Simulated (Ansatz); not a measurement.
# BrClFHOSn: small, medium and large basis sets

One table from this session's results is given with a row withheld; the runs are named, their logs left out.

Method: one geometry, several basis sets; program: Ansatz 0.2.0, Gaussian basis.

Levels to be run: PBE0-D4/def2-SVP; ωB97M-V/def2-SVP; PBE0-D4/def2-QZVPP; ωB97M-V/def2-QZVPP; the functionals' def2-TZVPP values are taken from earlier runs.

### Structure used throughout

The geometry comes from an earlier relaxation with PBE0-D4 in a triple-zeta def2 set; it is a stationary point. Sn takes the def2 core potential; no spin-orbit term is included.

SMILES `[OH][Sn]([F])([Cl])[Br]`, 6 atoms, charge 0, spin multiplicity 1.

Atoms are counted from 1 here; the program's logs count them from 0.

Bond lengths: O1–Sn2 1.929 Å, O1–H6 0.962 Å, Sn2–F3 1.899 Å, Sn2–Cl4 2.277 Å, Sn2–Br5 2.435 Å. Angles: Sn2–O1–H6 113.2°, O1–Sn2–F3 108.2°, O1–Sn2–Cl4 107.9°, O1–Sn2–Br5 112.8°, F3–Sn2–Cl4 107.5°, F3–Sn2–Br5 106.7°, Cl4–Sn2–Br5 113.5°.

The first run:

File in.yaml:

```yaml
crystal:
  periodic: [false, false, false]
  atoms:
    - {symbol: O, position_ang: [-0.340264, -0.119302, 1.553300]}
    - {symbol: Sn, position_ang: [0.009764, -0.153976, -0.343680]}
    - {symbol: F, position_ang: [1.767785, -0.820346, -0.609611]}
    - {symbol: Cl, position_ang: [-1.434436, -1.635484, -1.294131]}
    - {symbol: Br, position_ang: [-0.061274, 2.058644, -1.358314]}
    - {symbol: H, position_ang: [0.100525, 0.606365, 2.006135]}
basis:
  gaussian: {orbitals: def2-SVP}
hamiltonian: {xc: pbe0, dispersion: d4}
output: {orbitals: {seedname: orbitals}}
```

The run is started by

```sh
$ ansatz run in.yaml --threads 4 --pin off --events-out ev --progress --plain --max-ram 10444MiB
```

Steps of the session up to this table: PBE0-D4 in def2-SVP; ωB97M-V in def2-SVP; PBE0-D4 in def2-QZVPP; ωB97M-V in def2-QZVPP.

One of the session's tables, all rows but one given; the rest of the session is left out.

It belongs to the step «Functionals by basis». 

```
functional       basis  HOMO (eV)  LUMO (eV)
   PBE0-D4    def2-SVP      -9.23      -2.75
   PBE0-D4  def2-TZVPP      -9.35      -2.89
   PBE0-D4  def2-QZVPP      -9.36      -2.91
   ωB97M-V    def2-SVP          ?          ?
   ωB97M-V  def2-TZVPP     -11.59      -0.85
   ωB97M-V  def2-QZVPP     -11.61      -0.93
```

Q: Estimate the row for ωB97M-V, def2-SVP from the others.

As computed: HOMO (eV): -11.44; LUMO (eV): -0.62. In the column «HOMO (eV)» it lies between ωB97M-V, def2-TZVPP (-11.59) and PBE0-D4, def2-QZVPP (-9.36).
